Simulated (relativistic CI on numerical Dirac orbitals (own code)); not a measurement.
# Ni: the cost of one run

Program: relativistic CI on numerical Dirac orbitals (own code) version 3. Level of theory: charge-transfer multiplet model of a cubic metal-ligand cluster with up to 2 ligand holes, Slater and spin-orbit integrals from Dirac-Coulomb-Breit ions, Slater integrals scaled by 0.8. These are calculated values, not measurements, unless marked.

## Step 1: Starting point

| Quantity | Value |
| --- | --- |
| ion | Ni⁺ (Ni II) |
| nuclear charge | 28 |
| electrons | 27 |
| d electrons | 9 |
| ligand holes at most | 1 |
| parameters | in eV; Veg, Vt2g hoppings, tenDq and tenDqL metal and ligand splittings (negative tenDq: tetrahedral), red the scaling of hopping with a core hole |
| temperature | 20 K |
| widths | Lorentz 0.6 eV, Gauss 0.8 eV |

## Step 2: Delta = 4.1 eV

The run's settings:

```ini
cluster ion=Ni1+ d9 ligand_holes=2 slater_scale=0.8
Delta=4.1 Udd=6 Upd=6.8 tenDq=0.25 tenDqL=0 Veg=1.7 Vt2g=-0.76 red=0.8
spectrum xps 2p T=20 lorentz=0.6 gauss=0.8
```

Command:

```bash
$ python run_levels.py task.json out
```

One command runs all members of the session, one after another, from task.json.

What time and memory should one allow on 1 thread of Neoverse-V2, shared host?

About 1.1 s, with a peak of 0.18 GiB.
